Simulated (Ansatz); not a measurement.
# H2Se2 (SMILES [SeH][SeH]): single points off equilibrium

The task here is to estimate one member of a computed series from the others.

Method: single points in def2-TZVPP; program: Ansatz 0.2.0, Gaussian basis.

Correlated methods freeze the cores. Filled d shells of the heavier atoms are correlated.

### Starting geometry

SMILES `[SeH][SeH]`, 4 atoms, charge 0, spin multiplicity 1.

Atoms are counted from 1 here; the program's logs count them from 0.

Bond lengths: Se1–Se2 2.346 Å, Se1–H3 1.574 Å, Se2–H4 1.491 Å. Angles: Se2–Se1–H3 97.1°, Se1–Se2–H4 94.7°.

Geometry (Å):

```
atom    x (Å)    y (Å)    z (Å)
 Se1   0.5243  -1.2049   0.3985
 Se2   0.5376   1.1038  -0.0184
  H3  -0.8587  -1.2579   1.1491
  H4  -0.1742   0.9962  -1.3245
```

Set-up of the first run:

The input, run/in.yaml:

```yaml
crystal:
  periodic: [false, false, false]
  atoms:
    - {symbol: Se, position_ang: [0.524300, -1.204900, 0.398500]}
    - {symbol: Se, position_ang: [0.537600, 1.103800, -0.018400]}
    - {symbol: H, position_ang: [-0.858700, -1.257900, 1.149100]}
    - {symbol: H, position_ang: [-0.174200, 0.996200, -1.324500]}
basis:
  gaussian: {orbitals: def2-TZVPP}
correlation: {method: ccsd_t}
output: {forces: true}
```

The command line of these runs was not kept.

Steps of the session up to this table: CCSD(T)/def2-TZVPP; PBE0-D4/def2-TZVPP; wB97M-V/def2-TZVPP; r2SCAN-D4/def2-TZVPP; PBE-D4/def2-TZVPP; CAM-B3LYP-D4/def2-TZVPP; SPW92/def2-TZVPP.

One table of the session follows, with a row left open; its other results are not shown here.

| method | RMS force component (eV/Å) | angle to CCSD(T) forces (°) | dipole (D) |
| --- | --- | --- | --- |
| CCSD(T) | 0.752 | reference | 0.83 |
| PBE0-D4 | 0.720 | 5.9 | 0.85 |
| wB97M-V | 0.780 | 4.2 | 0.81 |
| r2SCAN-D4 | 0.695 | 3.8 | 0.85 |
| PBE-D4 | ? | ? | ? |
| CAM-B3LYP-D4 | 0.767 | 1.7 | 0.84 |
| SPW92 | 0.598 | 14.8 | 0.89 |

**Question.** Estimate the row for PBE-D4.

As computed: RMS force component (eV/Å): 0.561; angle to CCSD(T) forces (°): 13.1; dipole (D): 0.78. In the column «RMS force component (eV/Å)» it is the lowest.
